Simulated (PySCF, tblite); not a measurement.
**C₄H₇Br₂ClSi: geometry, infrared bands and NMR shifts**

Wanted: the infrared bands and NMR shifts of C₄H₇Br₂ClSi (`C=C(C)[Si@@](Cl)(Br)CBr`), by calculation.

Computed with tblite 0.8.0 and PySCF 2.14.0, with density-fitted response routines of our own, on a single molecule in the gas phase. Atoms are numbered from 0 throughout.

**1. Starting geometry**

15 atoms, charge 0, multiplicity 1; geometry from: force field or distance geometry start.

Bonds of the start (Å): C0–C1 1.34, C1–C2 1.50, C1–Si3 1.88, Si3–Cl4 2.04, Si3–Br5 2.22, Si3–C6 1.83, C6–Br7 1.95, C0–H8 1.09, C0–H9 1.10, C2–H10 1.11, C2–H11 1.09, C2–H12 1.08, C6–H13 1.10, C6–H14 1.09.

**2. Optimising the geometry with GFN2-xTB**

What the job is given:

```
{"job": {"kind": "relax", "xc": "GFN2-xTB", "basis": "xTB"}, "charge": 0, "multiplicity": 1}
C     -1.732100     1.377300     0.242100
C     -0.799900     0.503800    -0.145600
C     -1.076800    -0.536500    -1.191500
Si     0.947200     0.500400     0.540400
Cl     1.866400     1.866200    -0.664200
Br     0.974300     1.280900     2.620100
C      1.851800    -1.092400     0.435200
Br     1.028000    -2.476900     1.538000
H     -1.561000     2.151700     0.987100
H     -2.742300     1.359200    -0.185400
H     -2.092100    -0.407900    -1.619900
H     -1.042200    -1.549000    -0.780900
H     -0.382500    -0.456200    -2.017100
H      2.885900    -1.020600     0.794500
H      1.870900    -1.492000    -0.574600
```

On the command line:

```console
$ OMP_NUM_THREADS=1 python probes_run.py task.json out
```

The driver reads the jobs from task.json and runs them one after another.

**Question.** This job is followed by: GFN2-xTB harmonic vibrations, gas phase; GIAO PBE0/pcSseg-1 NMR shielding, non-relativistic, gas phase. Predict these results of the whole session: strongest single infrared mode (GFN2-xTB); zero-point energy (GFN2-xTB); 13C shifts against TMS (PBE0/pcSseg-1); 1H shifts against TMS (PBE0/pcSseg-1, means over atoms taken as alike); 29Si shifts against TMS (PBE0/pcSseg-1); 35Cl shifts against HCl (PBE0/pcSseg-1); 79Br shifts against HBr (PBE0/pcSseg-1).

**Answer**, as computed:

```
                                                              quantity                             value
                             strongest single infrared mode (GFN2-xTB)               653 cm⁻¹, 94 km/mol
                                          zero-point energy (GFN2-xTB)                     62.6 kcal/mol
                                13C shifts against TMS (PBE0/pcSseg-1)      148.0, 142.9, 33.5, 23.3 ppm
1H shifts against TMS (PBE0/pcSseg-1, means over atoms taken as alike)  6.37, 6.22, 3.27, 2.98, 2.10 ppm
                               29Si shifts against TMS (PBE0/pcSseg-1)                          31.6 ppm
                               35Cl shifts against HCl (PBE0/pcSseg-1)                            80 ppm
                               79Br shifts against HBr (PBE0/pcSseg-1)                       207, 68 ppm
```

In words: Over 118 steps the energy fell by 0.177 eV; of the close pairs, Si3–C6 changed most, 1.835 to 1.915 Å. All 39 modes are real, so the xTB geometry is a minimum. The strongest single mode, at 653 cm⁻¹, is spread over several atoms, Si3, C1, C6, C2 among them. Unscaled tight-binding wavenumbers are off by several per cent, some by more. Its intensities can rank the bands wrongly. C6 stands next to heavy halogen, whose spin-orbit shielding this run leaves out, so the computed shift lies too far downfield, most of all for carbon beside Br or I. C1 (fully substituted alkene carbon) lies farthest downfield among carbon, at 148.0 ppm; the olefinic region. At PBE0/pcSseg-1: Shielding is most anisotropic at Br7 (span 969 ppm, paramagnetic term -708 ppm). Spin-orbit coupling is left out, which matters for shieldings and couplings at and beside the heavy atoms.
